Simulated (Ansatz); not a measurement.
# ClH2InS2: geometry and vibrations

What shape does ClH2InS2 take? The plan is to relax it, check the end point by its vibrations and derive ideal-gas thermochemistry, and look at its orbitals and charge.

Method: RKS PBE0-D4/def2-TZVP; program: Ansatz 0.2.0, Gaussian basis.

Plan: relaxation at PBE0-D4/def2-TZVP; harmonic vibrations at the same level; a single point in def2-TZVPP for the fields.

## 1. Where the work starts

SMILES `[SH][In]([SH])[Cl]`, 6 atoms, charge 0, spin multiplicity 1.

Atoms are counted from 1 here; the program's logs count them from 0.

Bond lengths: S1–In2 2.421 Å, S1–H5 1.330 Å, In2–S3 2.429 Å, In2–Cl4 2.304 Å, S3–H6 1.326 Å. Angles: In2–S1–H5 90.9°, S1–In2–S3 121.4°, S1–In2–Cl4 122.6°, S3–In2–Cl4 116.0°, In2–S3–H6 90.5°.

The start is a GFN2-xTB geometry. In takes the def2 core potential; no spin-orbit term is included.

## 2. Geometry optimisation, PBE0-D4/def2-TZVP

Input file in.yaml:

```yaml
crystal:
  periodic: [false, false, false]
  atoms:
    - {symbol: S, position_ang: [-1.631100, 1.533670, -1.055270]}
    - {symbol: In, position_ang: [-0.258010, -0.297690, -0.266050]}
    - {symbol: S, position_ang: [1.570040, 0.069460, 1.290030]}
    - {symbol: Cl, position_ang: [-0.589260, -2.476400, -0.939270]}
    - {symbol: H, position_ang: [-0.920610, 2.401860, -0.341630]}
    - {symbol: H, position_ang: [1.828940, -1.230900, 1.312190]}
basis:
  gaussian: {orbitals: def2-TZVP}
hamiltonian: {xc: pbe0, dispersion: d4}
relax: {f_tol: 0.005, max_steps: 150}
```

On the command line:

```bash
> ansatz run in.yaml --threads 2 --pin off --events-out ev --progress --plain --max-ram 32768MiB --backend cpu
```

After this run come: Harmonic vibrations; A single point for the fields.

**Question.** What will the summary of the whole plan be? Wanted: point group; shift from the start; total energy; dispersion term; dipole moment; lowest, highest wavenumber; zero-point energy; HOMO, LUMO.

**Answer**, as computed:

| quantity | value |
| --- | --- |
| point group | Cs |
| steps | 6 |
| shift from the start (rms) | 0.063 Å |
| total energy | -39392.9913 eV |
| dispersion term | -160 meV |
| dipole moment | 1.68 D |
| lowest, highest wavenumber | 77, 2709 cm⁻¹ |
| zero-point energy | 12.3 kcal/mol |
| entropy at 298.15 K | 377.3 J/(mol K) |
| HOMO, LUMO | -7.87, -2.08 eV |

In words: The atoms moved 0.06 Å (rms) from the start; the bond that changed most is In2–S3, from 2.429 to 2.365 Å. All wavenumbers are real, so the end point is a minimum. The stiffest mode, 2709 cm⁻¹, is an S–H stretch, and 3 modes under 200 cm⁻¹ make the vibrational entropy uncertain. Harmonic hybrid wavenumbers usually lie a few per cent above measured fundamentals. The largest Mulliken charge, +0.79 e, sits on In2. The HOMO lies mostly on S1, S3 about 43 % each and the LUMO on In2 41 %; S1, S3 about 18 % each.
